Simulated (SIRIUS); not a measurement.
Ho:

```xyz
2
Lattice="3.5773 0.0000 0.0000 -1.7887 3.0980 0.0000 0.0000 0.0000 5.6158" Properties=species:S:1:pos:R:3 pbc="T T T"
Ho    1.7887    1.0327    4.2119
Ho    0.0000    2.0654    1.4040
```

Base run:

```yaml
Program: SIRIUS 7.12.0
Functional: PBE
Potentials_or_basis: all-electron FP-LAPW
Cutoff: 168 eV
Basis: apw+lo standard
k_mesh: 9 × 9 × 5
Occupations: fermi-dirac, width 0.05 eV
Spin: collinear spin, ferromagnetic start
Starting_moments: "[4.0, 4.0] μB"
```

Its results: net moment 6.82 μB per cell; site moments Ho +3.46 μB.

Q: The run is repeated on the same cell with these changes: potentials or basis from all-electron FP-LAPW to all-electron FP-LAPW (no relativity for the valence, core without relativity); valence relativity from iora to none. What comes out?

A: Net moment 5.78 μB per cell; site moments Ho +2.89 μB.

Caveats: the magnetic or orbital state may not be the lowest; relativity is left out for the valence states, which matters for the heavier elements (some runs); relativity is left out for the core states (some runs).

Not every run made on this cell is shown here.
